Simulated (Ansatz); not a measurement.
# AsF+ (doublet): wave-function methods side by side, cc-pVDZ

How much of the correlation energy of AsF+ (doublet) does each wave-function method recover here?

Method: cc-pVDZ, core rule «outside noble gas», up to 15 orbitals frozen; program: Ansatz 0.2.0, Gaussian basis.

To be run: UHF; CCSD(T) on ROHF; CCSD(T) on UHF; BCCD(T) on ROHF; CISD; CCSDT(Q) on ROHF; CCSDT(Q) on UHF; CASSCF and MRCISD+Q, 11 electrons in 8 orbitals; CASSCF and NEVPT2, 11 electrons in 8 orbitals.

8 further runs of the same task are left out: 1 that didn't finish, 7 set aside as unsound or not needed.

### 1 The system

The geometry is a PBE0/def2-TZVP stationary point (not a proven minimum) of the parent state, kept for this charge and spin. No spin-orbit coupling is included. The filled d shell of As may be among the frozen orbitals whatever the setting's name suggests; the logs give the count.

2 atoms, charge 1, spin multiplicity 2.

Atoms are counted from 1 here; the program's logs count them from 0.

Bond lengths: F1–As2 1.737 Å.

### 2 UHF

File in.yaml:

```yaml
crystal:
  periodic: [false, false, false]
  atoms:
    - {symbol: F, position_ang: [0.000000, 0.000000, 0.000000]}
    - {symbol: As, position_ang: [0.000000, 0.000000, 1.737000]}
basis:
  gaussian: {orbitals: cc-pVDZ}
total_charge: 1
magnetization: {spin_polarized: true, initial_magnetization: 1}
hamiltonian: {xc: hf}
output: {orbitals: {seedname: orbitals}}
```

Run with:

```sh
$ ansatz run in.yaml --threads 1 --pin off --events-out ev --progress --plain --max-ram 2393MiB
```

The runs that follow: CCSD(T) on ROHF; CCSD(T) on UHF; BCCD(T) on ROHF; CISD; CCSDT(Q) on ROHF; CCSDT(Q) on UHF; CASSCF and MRCISD+Q, 11 electrons in 8 orbitals; CASSCF and NEVPT2, 11 electrons in 8 orbitals.

Before running them: what should the planned runs give, taken together? Wanted: UCCSDT(Q) below the RHF energy; RMP2 from UCCSDT(Q); UMP2 from UCCSDT(Q); RCCSD from UCCSDT(Q); RCCSD(T) from UCCSDT(Q); UCCSD(T) from UCCSDT(Q); RCCSDT(Q) from UCCSDT(Q); NEVPT2 valence from UCCSDT(Q); MRCISD+Q valence from UCCSDT(Q).

**Answer**, as computed:

| quantity | value |
| --- | --- |
| UCCSDT(Q) below the RHF energy | -7.8364 eV |
| RMP2 from UCCSDT(Q) | +13.91 kcal/mol |
| UMP2 from UCCSDT(Q) | +14.03 kcal/mol |
| RCCSD from UCCSDT(Q) | +6.33 kcal/mol |
| RCCSD(T) from UCCSDT(Q) | +1.28 kcal/mol |
| UCCSD(T) from UCCSDT(Q) | +1.22 kcal/mol |
| RCCSDT(Q) from UCCSDT(Q) | +0.41 kcal/mol |
| NEVPT2 valence from UCCSDT(Q) | +25.74 kcal/mol |
| MRCISD+Q valence from UCCSDT(Q) | +1.84 kcal/mol |
| levels within 1 kcal/mol (43 meV) | RCCSDT, UCCSDT, RCCSDT(Q) |
| T1 diagnostic | 0.031 |
| effectively unpaired electrons | 1.02 |

In words: RCCSD(T) misses by +1.28 kcal/mol, 0.7 % of the correlation energy. One determinant dominates. Of the multireference levels listed MRCISD+Q valence comes nearest in total energy (+1.84 kcal/mol), which doesn't show that its space is the better one. These misses are within one basis, not against nature; the frozen cores of restricted and unrestricted runs differ, which can shift their rows.
